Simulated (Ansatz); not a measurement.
Runs of Ansatz 0.2.0 on Zr3S2. The structure is trigonal, space group R32 (No. 155). The conventional cell has a = 5.805 Å, b = 5.805 Å, c = 10.463 Å, α = 90.00°, β = 90.00°, γ = 120.00°. Zr (site symmetry 2) has 4 S at 2.61 to 2.62 Å as nearest neighbours. S (site symmetry 3) has 6 Zr at 2.61 to 2.62 Å as nearest neighbours. The cell comes from a database or a generator and needn't be the stable form of this composition.

```csv
level,U,hubbard projectors,double counting,gap on the mesh (eV),pressure (GPa),relaxed volume (Å³/atom),largest force (eV/Å)
PBEsol,-,-,-,none,0.0,19.52,-
PBEsol+U,Zr d U = 4 eV,ortho-atomic (the default),fll (the default),none,0.0,(b),0.01
PBEsol+U,Zr d U = 5 eV,ortho-atomic (the default),fll (the default),none,0.0,20.55,0.01
PBEsol+U,Zr d U = 3 eV,ortho-atomic (the default),fll (the default),none,0.0,(a),0.01
PBEsol+U,Zr d U = 6 eV,ortho-atomic (the default),fll (the default),none,0.0,21.14,-
```

Alike in all rows: task relaxation of cell and atoms; potentials or basis Ansatz PAW; no spin polarisation; cell relaxed; k mesh 6 × 6 × 6; cutoff (eV) 420; smearing fermi-dirac 0.05 eV.

Q: Estimate the missing entries.

A: (a) 20.03; (b) 20.25.

Caveats: the plane-wave basis is chosen anew once the cell has moved, so the energies of steps on either side of that aren't comparable; the PAW data sets come from PBE, with cores solved anew for the run's functional, which leaves a small shift of forces and pressure; U without spin polarisation on a metal has little footing (some runs).

A k mesh can miss the band edges, and the runs leave out spin-orbit coupling on Zr.

A gap of «none» marks a metal or a gap under the smearing width.
